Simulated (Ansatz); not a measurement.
# CH₆NSbSi: up Jacob's ladder to CCSD(T)

How much do the methods differ for CH₆NSbSi? The plan is to run it at one geometry with functionals of several rungs and with coupled cluster. The yardstick is the atomisation energy at the CCSD(T) limit.

Program: Ansatz 0.2.0, Gaussian basis. Level of theory: functionals in def2-TZVPP, the program's frozen cores in correlated methods. These are calculated values, not measurements.

Plan: PBE-D4, r2SCAN-D4, PBE0-D4, B3LYP-D4, ωB97X-V, ωB97M-V, B2PLYP; CCSD(T)/def2-TZVPP; MP2/def2-QZVPP; extrapolation to the limit.

## (1) The relaxed structure

The geometry comes from an earlier relaxation with PBE0-D4 in a triple-zeta def2 set; it is a stationary point, not always the lowest conformer. Sb takes the def2 core potential; no spin-orbit term is included.

SMILES `[CH2]1N[SiH2][SbH]1`, 10 atoms, charge 0, spin multiplicity 1.

Atoms are counted from 1 here; the program's logs count them from 0.

Bond lengths: C1–N2 1.451 Å, C1–Sb4 2.216 Å, C1–H5 1.094 Å, C1–H6 1.095 Å, N2–Si3 1.718 Å, N2–H7 1.008 Å, Si3–Sb4 2.567 Å, Si3–H8 1.491 Å, Si3–H9 1.494 Å, Sb4–H10 1.711 Å. Angles: N2–C1–Sb4 100.8°, N2–C1–H5 114.0°, N2–C1–H6 113.6°, Sb4–C1–H5 110.1°, Sb4–C1–H6 109.0°, H5–C1–H6 109.0°, C1–N2–Si3 111.6°, C1–N2–H7 118.1°, Si3–N2–H7 130.1°, N2–Si3–Sb4 81.4°, N2–Si3–H8 115.9°, N2–Si3–H9 115.3°, Sb4–Si3–H8 119.4°, Sb4–Si3–H9 117.7°, H8–Si3–H9 106.1°, C1–Sb4–Si3 66.1°, C1–Sb4–H10 92.6°, Si3–Sb4–H10 90.4°.

Coordinates:

```xyz
10
charge 0, multiplicity 1
C    -0.36457    1.17060   -0.28955
N     0.07460    0.41275    0.86721
Si    0.11862   -1.27300    0.53912
Sb   -0.63675   -0.45304   -1.77286
H     0.37187    1.89290   -0.65322
H    -1.32133    1.68177   -0.14107
H     0.23679    0.91116    1.72808
H     1.45021   -1.92907    0.68302
H    -0.83944   -2.10213    1.32985
H     0.99300   -0.36296   -2.28767
```

## (2) PBE-D4 (GGA)

The input, in.yaml:

```yaml
crystal:
  periodic: [false, false, false]
  atoms:
    - {symbol: C, position_ang: [-0.364571, 1.170602, -0.289552]}
    - {symbol: N, position_ang: [0.074603, 0.412754, 0.867210]}
    - {symbol: Si, position_ang: [0.118618, -1.273000, 0.539116]}
    - {symbol: Sb, position_ang: [-0.636748, -0.453035, -1.772859]}
    - {symbol: H, position_ang: [0.371871, 1.892904, -0.653220]}
    - {symbol: H, position_ang: [-1.321332, 1.681773, -0.141070]}
    - {symbol: H, position_ang: [0.236789, 0.911162, 1.728075]}
    - {symbol: H, position_ang: [1.450210, -1.929073, 0.683016]}
    - {symbol: H, position_ang: [-0.839439, -2.102129, 1.329850]}
    - {symbol: H, position_ang: [0.993002, -0.362959, -2.287667]}
basis:
  gaussian: {orbitals: def2-TZVPP}
hamiltonian: {xc: pbe, dispersion: d4}
output: {forces: true, orbitals: {seedname: orbitals}}
```

Started as:

```sh
$ ansatz run in.yaml --threads 4 --pin off --events-out ev --progress --plain --max-ram 10444MiB
```

After this run come: r2SCAN-D4 (meta-GGA); PBE0-D4 (hybrid); B3LYP-D4 (hybrid); ωB97X-V (range-separated); ωB97M-V (range-separated); B2PLYP (double hybrid); CCSD(T) in def2-TZVPP; MP2 in def2-QZVPP.

Before running them: what should the planned runs give, taken together? Wanted: atomisation energy, CCSD(T)/CBS; farthest; mean size of error, hybrid; mean size of error, range-separated; gap, smallest and largest; T1 diagnostic; triples share of the correlation energy.

The runs gave:

| quantity | value |
| --- | --- |
| atomisation energy, CCSD(T)/CBS | 32.975 eV |
| functionals within 0.330 eV (1.0 %) | r2SCAN-D4, PBE0-D4, B3LYP-D4, ωB97X-V, ωB97M-V |
| farthest | B2PLYP (-0.559 eV) |
| mean size of error, hybrid | 0.103 eV |
| mean size of error, range-separated | 0.165 eV |
| gap, smallest and largest | 3.86 eV (PBE-D4), 10.01 eV (ωB97X-V) |
| T1 diagnostic | 0.0129 |
| triples share of the correlation energy | 3.7 % |

**Reading.** PBE-D4 is off by +0.488 eV. Double hybrids carry the basis error of their MP2 part in triple zeta, and no dispersion term here, so their miss is partly the set-up's. The reference freezes the cores and leaves out spin-orbit coupling and excitations past (T), and its outer-core shells are covered unevenly, so misses under about 0.330 eV can't be ranked. All levels share the lack of spin-orbit coupling, which lowers the free heavy atoms and so the true binding. Hartree-Fock recovers 67 % of the binding; the rest is correlation. The gap grows from 3.9 to 10.0 eV across the functionals, mostly with the share of exact exchange. Correlated methods include outer-core shells of Sb, which these sets cover unevenly.
